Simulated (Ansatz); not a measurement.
# O: the cost of one run

Computed with Ansatz 0.2.0 (DFT PBEsol, scalar-relativistic, plane waves, PAW, unless a step's input says otherwise).

2 further runs of the same task are left out: 1 that didn't finish, 1 set aside as unsound or not needed.

## Step 1: The system as given

It takes space group Fmmm (No. 69, orthorhombic). The conventional cell has a = 3.309 Å, b = 3.320 Å, c = 8.925 Å, α = 90.00°, β = 90.00°, γ = 90.00°. O (site symmetry mm2) is surrounded by 1 O at 1.21 Å.

Structure file:

```
O
1.0
     0.00000    1.65436    4.46251
     1.66003    0.00000    4.46251
     1.66003    1.65436    0.00000
O
2
Direct
  0.06751 0.06751 0.93249
  0.93249 0.93249 0.06751
```

This cell was relaxed beforehand with the same method: volume 12.26 Å³/atom, gap on the mesh none (metal).

## Step 2: What is varied

Atoms count from 1 in the order of the input.

The energy is mapped over a free internal coordinate and the cell.

The axes are (1) shift of O1 along [0 0 1], its symmetry partners moved as symmetry demands (measured in the relaxed cell): 5 values from −0.145 Å; (2) volume per atom at fixed shape: 5 values from 11.28 to 13.24 Å³.

Nothing else is relaxed (all other coordinates fixed). Energies count from the relaxed crystal. Points are written as (first, second).

## Step 3: Point (−0.145 Å, 12.75 Å³)

Contents of input.yaml:

```yaml
crystal:
  lattice:
    - [0.0, 1.6761490266, 4.5212885629]
    - [1.6818956952, 0.0, 4.5212885629]
    - [1.6818956952, 1.6761490266, 0.0]
  atoms:
    - { symbol: O, position: [0.0512616047, 0.0512616047, 0.9487383953] }
    - { symbol: O, position: [0.9487383953, 0.9487383953, 0.0512616047] }
basis:
  ecutwfc: 520.0
kpoints:
  mp_grid: { grid: [20, 20, 20] }
hamiltonian:
  xc: pbesol
scf:
  occupations: { method: gaussian, width: 0.15 }
output:
  forces: true
  stress: true
  eigenvalues: true
```

Run with:

```console
> ansatz run input.yaml --threads 1 --pin off --max-ram 2048MiB --backend cpu --events-out ev --progress --plain --runs-dir out
```

What time and memory should one allow on 1 thread of Arm Neoverse V2, shared host?

About 17 s, with a peak of 0.63 GiB.
